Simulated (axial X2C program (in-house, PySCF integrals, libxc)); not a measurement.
**Linear RuOH⁺ at several levels**

An exercise on one series of results from a longer session: the logs are not shown, and one member is left open.

The runs use an in-house X2C program for linear molecules on PySCF integrals; all-electron X2C, two-component (2c) or spin-free, Ru dyall-v3z, O dyall-av3z, H dyall-v3z.

All values are calculated.

2 further runs of the same task are left out: 2 set aside as unsound or not needed.

Set-up of the first run:

The input, task.json:

```json
{
 "zs": [
  44,
  8,
  1
 ],
 "q": 1,
 "bas": [
  "dyall-v3z",
  "dyall-av3z",
  "dyall-v3z"
 ],
 "r0": [
  1.88,
  0.96
 ],
 "symm": 0,
 "scan": [
  "PBE0",
  "HF",
  "LDA"
 ],
 "levels": [
  "PBE0",
  "HF",
  "B3LYP"
 ],
 "nst": 2
}
```

Keys: zs atomic numbers; q charge; bas basis sets; r0 starting distance in Å; symm equal bonds; scan levels of the two-bond scan (MP2 follows by itself at each HF point); levels methods; nst determinants followed.

Started as:

```bash
$ python solin.py task.json out
```

Masses Ru 101.904, O 15.995, H 1.008 u.

Steps of the session up to this table: Scan at PBE0, 2c; Scan at HF, 2c; Scan at LDA, 2c.

One table of the session follows, with a row left open; its other results are not shown here.

| level | r(Ru–O) (Å) | r(O–H) (Å) | lower stretch (cm⁻¹) | upper stretch (cm⁻¹) |
| --- | --- | --- | --- | --- |
| PBE0, 2c | ? | ? | ? | ? |
| HF, 2c | 1.842 | 0.940 | 774.4 | 4121.2 |
| LDA, 2c | 1.785 | 0.982 | 773.2 | 3627.2 |
| MP2, 2c | 1.811 | 0.967 | 781.0 | 3785.6 |
| PBE0, spin-free | 1.807 | 0.965 | 764.3 | 3816.9 |
| HF, spin-free | 1.842 | 0.940 | 774.6 | 4120.5 |
| LDA, spin-free | 1.785 | 0.982 | 773.2 | 3625.9 |
| MP2, spin-free | 1.810 | 0.968 | 781.3 | 3785.5 |

Estimate the missing values for PBE0, 2c.

As computed: r(Ru–O) (Å): 1.807; r(O–H) (Å): 0.965; lower stretch (cm⁻¹): 764.1; upper stretch (cm⁻¹): 3818.0.

Scans not shown above were run alike.

Caveats from the session: The molecule was held linear; bending was not examined, so a bent shape may lie lower. Note: functional without a current term on a determinant with orbital currents, of the molecule or an atom.
